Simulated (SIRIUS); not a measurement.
## HfIn4SiO6 in SIRIUS: the effect of Hubbard term

Crystal: HfIn4SiO6.

```
Hf In Si O
1.0
     2.71585   -4.70357    0.00833
     2.71585    4.70357    0.00833
    -1.87915    0.00000    7.40127
Hf In Si O
1 4 1 6
Direct
  0.78835 0.21165 0.00000
  0.62175 0.37825 0.50000
  0.45502 0.54498 0.00000
  0.28407 0.71593 0.50000
  0.95814 0.04186 0.50000
  0.12168 0.87832 0.00000
  0.06219 0.11415 0.86666
  0.88585 0.93781 0.13334
  0.79490 0.53784 0.86663
  0.46216 0.20510 0.13337
  0.15352 0.62879 0.13333
  0.37121 0.84648 0.86667
```

The cell was built by a generator and needn't be a form met in nature.

Alike in all runs:

* Program: SIRIUS 7.12.0
* Task: single point
* Functional: LDA
* Potentials or basis: PseudoDojo 0.4.1 PBE standard (scalar relativistic)
* Cutoff: 1152 eV
* Density cutoff: 4606 eV
* k mesh: 3 × 3 × 2
* Occupations: fermi-dirac, width 0.05 eV
* Spin: no spin polarisation
* Libxc names: ["XC_LDA_X", "XC_LDA_C_PW"]
* Energy tol: 1e-08 Ha
* Density tol: 1e-06
* Mixer: anderson
* Mixing beta: 0.7
* Max scf: 100
* Radial cutoff for the potentials' integrals: 6.5 bohr

```csv
Hubbard term,pressure (GPa),largest force (eV/Å)
none,-6.9,0.42
Hf d U = 2 eV,?,?
Hf d U = 4 eV,-6.0,0.36
Hf d U = 6 eV,-5.4,0.36
Hf d U = 8 eV,-4.8,0.41
```

Task: What does the run with Hubbard term Hf d U = 2 eV give?

Result: Pressure -6.5 GPa; largest force 0.38 eV/Å.

Worked out: A parabola through the other rows of the pressure, of slope 0.23 GPa per eV there, gives -6.5 GPa, against the run's -6.5. A parabola through the other rows of the largest force, of slope -0.0164 eV/Å per eV there, gives 0.37 eV/Å, against the run's 0.38.

Caveats: all runs use coarse meshes; the potentials were made for another functional, which shifts forces and pressure; U without spin polarisation on a metal has little footing (some runs).

Runs at the PBE level aren't shown here.
